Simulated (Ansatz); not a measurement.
# Si3W4N4O12: the cost of one run

Program: Ansatz 0.2.0. Level of theory: DFT PBE, scalar-relativistic, plane waves, PAW. These are calculated values, not measurements.

## Step 1: The structure to begin with

The cell holds 23 atoms (N4O12Si3W4): a = 6.676 Å, b = 6.658 Å, c = 6.611 Å, α = 93.36°, β = 85.42°, γ = 86.70°.

3 Si, 4 N, 4 W, 12 O were thrown into a skewed cell at random, at 0.96 times a reference volume of the solid, and pushed apart as soft spheres.

Its coordinates follow in the input file.

## Step 2: Stage at 3800 K

The cutoff is lowered while the worst contacts of the packing are taken out. One k point, a Fermi-Dirac width of 0.328 eV and a fixed cell.

input.yaml

```yaml
crystal:
  lattice:
    - [6.66777, 0.196322, 0.268763]
    - [0.196322, 6.652151, -0.198532]
    - [0.268763, -0.198532, 6.602412]
  atoms:
    - { symbol: Si, position: [0.8806464751, 0.6968765802, 0.5177866111] }
    - { symbol: Si, position: [0.6468321642, 0.1847755506, 0.6209113164] }
    - { symbol: Si, position: [0.7897354452, 0.2600980238, 0.1790722799] }
    - { symbol: "N", position: [0.3893371265, 0.1253330207, 0.7618496303] }
    - { symbol: "N", position: [0.7468268651, 0.7637615694, 0.8925911535] }
    - { symbol: "N", position: [0.1813444734, 0.5320847144, 0.6762425334] }
    - { symbol: "N", position: [0.7477242276, 0.5815591304, 0.2848402748] }
    - { symbol: W, position: [0.3896720762, 0.7807095728, 0.7282733799] }
    - { symbol: W, position: [0.2312853615, 0.4099533725, 0.3300775581] }
    - { symbol: W, position: [0.5767244864, 0.8857304983, 0.1848940813] }
    - { symbol: W, position: [0.0624499762, 0.2111814976, 0.7102075128] }
    - { symbol: O, position: [0.3088030004, 0.0437071353, 0.4192273765] }
    - { symbol: O, position: [0.2560451573, 0.7957659815, 0.0468133791] }
    - { symbol: O, position: [0.7272531436, 0.211986852, 0.9365244101] }
    - { symbol: O, position: [0.0101960901, 0.5457550655, 0.0105872087] }
    - { symbol: O, position: [0.7515516939, 0.9386119257, 0.5489822778] }
    - { symbol: O, position: [0.0615327234, 0.8923573598, 0.7742357503] }
    - { symbol: O, position: [0.2208226361, 0.1667328485, 0.0991611519] }
    - { symbol: O, position: [0.8266854218, 0.4524397079, 0.6930904153] }
    - { symbol: O, position: [0.5124777112, 0.407445538, 0.5410828639] }
    - { symbol: O, position: [0.9439946482, 0.2752734537, 0.3750145064] }
    - { symbol: O, position: [0.9174449443, 0.9448747627, 0.1496019043] }
    - { symbol: O, position: [0.4527343406, 0.4481632281, 0.0797047177] }
  symmetry: { detect: false }
basis:
  ecutwfc: 320
  xc_grid: 1
kpoints:
  mp_grid: { grid: [1, 1, 1], shift: [0.0, 0.0, 0.0] }
hamiltonian:
  xc: pbe
scf:
  occupations: { method: fermi_dirac, width: 0.3275 }
  lower_state_search: "off"
  convergence: { dr2_threshold: 1.0e-05 }
output:
  forces: true
  stress: true
md:
  timestep: 2.0
  n_steps: 24
  ensemble: nvt_langevin
  friction: 0.03
  temperature: 3800.0
  initial_velocities: maxwell_boltzmann
  seed: 89751
```

Command:

```console
$ ansatz run input.yaml --threads 2 --pin off --max-ram 5120MiB --backend cpu --events-out ev --progress --plain --runs-dir out
```

**Question.** How long does this run take on 2 threads of Arm Neoverse V1, shared host, and how much memory does it need?

About 24 s, with a peak of 0.37 GiB.
